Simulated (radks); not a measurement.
# Dipole-allowed lines with 10 electrons: Si⁴⁺

An exercise on one series of results from a longer session: the logs are not shown, and one member is left open.

The numbers are computed with radks (a radial shooting solver on a logarithmic mesh, Libxc functionals) version 1 (scalar-relativistic Kohn-Sham, LDA (Slater exchange, VWN5 correlation), spin-polarised, spherical densities, finite nucleus), except any that are marked as measured or tabulated.

4 further runs of the same task are left out: 4 set aside as unsound or not needed.

## The system

```
species : Si⁴⁺ ([Ne])
```

Set-up of the first run:

Input:

```text
Z 14
configuration [Ne] 3s0 3p0 3d0
relativity scalar-relativistic
functional lda,vwn5
spin polarised
nucleus finite rms 3.1224 fm
c 137.035999084
response adiabatic LDA kernel, real frequencies
```

Run with:

```bash
python run_ks.py task.json out
```

This one command runs every case of the session in turn.

Steps of the session up to this table: Si⁴⁺, [Ne].

One table of the session follows, with a row left open; its other results are not shown here.

It belongs to the step «Si⁴⁺, [Ne]». Sizes of the orbitals, from the radial functions (bohr):

| level | <r> | outermost maximum (interpolated) | 90 % within | nodes |
| --- | --- | --- | --- | --- |
| 1s | 0.1116 | 0.0728 | 0.199 | 0 |
| 2s | 0.5663 | 0.455 | 0.891 | 1 |
| 2p | 0.5313 | 0.385 | 0.891 | 0 |
| 3s | 1.730 | 1.54 | 2.55 | 2 |
| 3p | ? | ? | ? | ? |
| 3d | 2.117 | 1.76 | 3.28 | 0 |

Q: Estimate the row for 3p from the others.

The run gave: <r>: 1.878; outermost maximum (interpolated): 1.66; 90 % within: 2.82; nodes: 1. In the column «<r>» it lies between 3s (1.730) and 3d (2.117).
